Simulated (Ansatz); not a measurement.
# W3N4: the cost of one run

Method: DFT, PBE, plane-wave PAW, default files, scalar-relativistic, in Ansatz 0.2.0.

1 further run of the same task is left out (it didn't finish).

### Step 1. The system as given

Symmetry: Pm-3m, No. 221, cubic system. Conventional cell: a = 4.122 Å, b = 4.122 Å, c = 4.122 Å, α = 90.00°, β = 90.00°, γ = 90.00°. Around W (site symmetry 4/mmm) lie 6 N at 2.06 Å. Around N (site symmetry m-3m) lie 6 W at 2.06 Å. Around N (site symmetry 4/mmm) lie 4 W at 2.06 Å.

Structure file:

```
W N
1.0
     4.12200    0.00000    0.00000
     0.00000    4.12200    0.00000
     0.00000    0.00000    4.12200
W N
3 4
Direct
  0.50000 0.50000 0.00000
  0.00000 0.50000 0.50000
  0.50000 0.00000 0.50000
  0.50000 0.50000 0.50000
  0.50000 0.00000 0.00000
  0.00000 0.50000 0.00000
  0.00000 0.00000 0.50000
```

### Step 2. First run, atoms as given

Contents of input.yaml:

```yaml
crystal:
  lattice:
    - [4.122, 0.0, 0.0]
    - [0.0, 4.122, 0.0]
    - [0.0, 0.0, 4.122]
  atoms:
    - { symbol: W, position: [0.5, 0.5, 0.0], spin: 2.0 }
    - { symbol: W, position: [0.0, 0.5, 0.5], spin: 2.0 }
    - { symbol: W, position: [0.5, 0.0, 0.5], spin: 2.0 }
    - { symbol: "N", position: [0.5, 0.5, 0.5] }
    - { symbol: "N", position: [0.5, 0.0, 0.0] }
    - { symbol: "N", position: [0.0, 0.5, 0.0] }
    - { symbol: "N", position: [0.0, 0.0, 0.5] }
magnetization:
  spin_polarized: true
kpoints:
  mp_grid: { grid: [7, 7, 7] }
scf:
  occupations: { method: fermi_dirac, width: 0.02 }
hamiltonian:
  xc: pbe
  pseudopotentials: { kind: paw }
output:
  forces: true
  stress: true
  populations: true
  efg:
    quadrupole_moments_barn: { "N": 0.02044 }
    contact_densities: true
  write_density: true
  write_potential: true
  elf: true
  volumetric_format: npy
```

Run with:

```sh
> ansatz run input.yaml --threads 1 --pin off --max-ram 3072MiB --backend cpu --events-out ev --progress --plain --runs-dir out
```

**Question.** How long does this run take on 1 thread of Intel Xeon Platinum 8488C (Sapphire Rapids), shared host, and how much memory does it need?

About 11 s, with a peak of 0.54 GiB.
